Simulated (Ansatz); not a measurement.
Crystal: Mn2InN2.

```
CELL_PARAMETERS angstrom
2.77702 -1.61273 0.00000
2.77702 1.61273 0.00000
-0.02282 0.00000 7.40637
ATOMIC_POSITIONS crystal
In 0.00000 0.00000 0.50000
Mn 0.66643 0.66643 0.88568
Mn 0.33357 0.33357 0.11432
N 0.66795 0.66795 0.15190
N 0.33205 0.33205 0.84810
```

The cell comes from a database or a generator and needn't be the stable form of this composition.

```yaml
Program: Ansatz 0.2.0
Task: single point
Functional: PBE
Potentials_or_basis: Ansatz PAW
Cutoff: "420 eV (not typed: the program's choice for these potentials)"
k_mesh: 10 × 10 × 4
Occupations: fermi-dirac, width 0.05 eV
Spin: collinear spin, ferromagnetic start
Starting_moments: "[0.0, 4.0, 4.0, 0.0, 0.0] μB"
```

On this cell: pressure -0.4 GPa; largest force 0.120 eV/Å; net moment 2.87 μB per cell; site moments In -0.01; Mn +1.28; N -0.08 μB; band gap on the k mesh none (metal or under the smearing width).

The same run follows on a disturbed copy (atoms moved at random, drawn with an rms of 0.05 Å):

```
In Mn N
1.0
     2.77702   -1.61273    0.00000
     2.77702    1.61273    0.00000
    -0.02282    0.00000    7.40637
In Mn N
1 2 2
Direct
  0.99721 0.99918 0.49998
  0.67634 0.66175 0.87752
  0.34614 0.32834 0.11195
  0.66516 0.67454 0.15248
  0.31987 0.34365 0.84899
```

Problem. What does the disturbed cell give?

Solution. The energy (extrapolated to zero smearing) moves by +11.5 meV/atom; pressure -0.8 GPa; largest force 1.001 eV/Å; net moment 2.85 μB per cell; site moments In -0.01; Mn +1.38, +1.11; N -0.07, -0.08 μB; band gap on the k mesh none (metal or under the smearing width).

Forces on the atoms (eV/Å):
```
In  -0.006 -0.002 -0.001
Mn  -0.254  0.817  0.519
Mn  -0.110  0.542 -0.233
N    0.058 -0.469 -0.197
N    0.312 -0.888 -0.087
```

Stress tensor (GPa, compression positive):
```
-0.42 -0.62 -0.33
-0.62 -0.15  0.38
-0.33  0.38 -1.75
```

Caveats: only a ferromagnetic start was run, and an antiferromagnetic order may lie lower in energy.
